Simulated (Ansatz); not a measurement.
CS2:

```xyz
6
Lattice="3.6458 -2.9943 0.0000 3.6458 2.9943 0.0000 0.0000 0.0000 9.8513" Properties=species:S:1:pos:R:3 pbc="T T T"
S     3.6458    1.9073    8.7368
S     3.6458    1.0871    3.8111
S     3.6458   -1.0871    6.0401
S     3.6458   -1.9073    1.1145
C     3.6458    0.0000    4.9256
C     0.0000    0.0000    0.0000
```

The cell comes from a database or a generator and needn't be the stable form of this composition.

```yaml
Program: Ansatz 0.2.0
Task: single point
Functional: PBEsol
Potentials_or_basis: all-electron LAPW, scalar-relativistic
Cutoff: 518 eV (chosen from the basis error)
Basis_error_allowed: 0.001 eV/atom
k_mesh: 6 × 6 × 3
Occupations: fermi-dirac, width 0.05 eV
Spin: no spin polarisation
```

On this cell: pressure -0.1 GPa; largest force 0.048 eV/Å; band gap on the k mesh 3.41 eV, direct.

The same run follows on a disturbed copy (atoms moved at random, drawn with an rms of 0.05 Å):

```xyz
6
Lattice="3.6458 -2.9943 0.0000 3.6458 2.9943 0.0000 0.0000 0.0000 9.8513" Properties=species:S:1:pos:R:3 pbc="T T T"
S     3.6152    1.9304    8.7446
S     3.6531    1.0922    3.8061
S     3.6132   -1.0785    6.0593
S     3.6167   -1.9911    1.1026
C     3.6247    0.0132    4.9663
C    -0.0037   -0.0626    0.0087
```

Q: What changes?

A: The energy moves by +25.2 meV/atom; pressure 1.6 GPa; largest force 3.486 eV/Å; band gap on the k mesh 3.44 eV, direct.

Forces on the atoms (eV/Å):
```
S    0.025 -2.406 -2.522
S   -0.045 -0.734  0.904
S   -0.026 -0.336  0.443
S    0.056  1.208  1.390
C    0.071  1.069 -1.348
C   -0.081  1.198  1.133
```

Stress tensor (GPa, compression positive):
```
-0.19  0.01  0.04
 0.01  2.26  3.35
 0.04  3.35  2.64
```

Caveats: an odd mesh through Γ misses points on the zone boundary, where band edges often lie.
